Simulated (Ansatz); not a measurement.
Write the native input for Ansatz 0.2.0 that does the following.

```
Task                : single point
Functional          : PBEsol0
Potentials or basis : Ansatz PAW
Cutoff              : 420 eV (not typed: the program's choice for these potentials)
k mesh              : 6 × 6 × 3
Occupations         : fermi-dirac, width 0.05 eV
Spin                : no spin polarisation
```

AgRh:

```
Ag Rh
1.0
     2.77759    0.00000    0.00000
    -1.38879    2.40546    0.00000
     0.00000    0.00000    4.80860
Ag Rh
1 1
Direct
  0.00000 0.00000 0.50000
  0.66667 0.33333 0.00000
```

The cell comes from a database or a generator and needn't be the stable form of this composition.

These files were run (other wordings do the same):

input.yaml

```yaml
crystal:
  lattice:
    - [2.7775881998, 0.0, 0.0]
    - [-1.3887940999, 2.4054619423, 0.0]
    - [0.0, 0.0, 4.808602]
  atoms:
    - { symbol: Ag, position: [0.0, 0.0, 0.5] }
    - { symbol: Rh, position: [0.6666666667, 0.3333333333, 0.0] }
hamiltonian:
  xc: { exchange: pbesol, correlation: pbesol, exx: { coeff: 0.25 } }
  pseudopotentials: { kind: paw }
kpoints:
  mp_grid: { grid: [6, 6, 3] }
scf:
  occupations: { method: fermi_dirac, width: 0.05 }
output:
  forces: true
  stress: true
  eigenvalues: true
```

Potentials or basis: Ansatz PAW.

Run with:

```bash
$ ansatz run input.yaml --threads 2 --pin off --max-ram 5632MiB --backend cpu --events-out ev --progress --plain --runs-dir out
```

Results of the run:

The pressure is -12.6 GPa. The band gap on the k mesh is none (metal or under the smearing width).

Caveat: the k mesh is coarse (spacing up to 0.44 Å⁻¹), so the values aren't converged, least of all with exact exchange; the PAW data sets come from PBE, with cores solved anew for the run's functional, which leaves a small shift of forces and pressure; the thresholds are loose for stress.

Run time: 15 s on 2 threads of Arm Neoverse V1, on a shared host, peak memory 0.82 GiB.
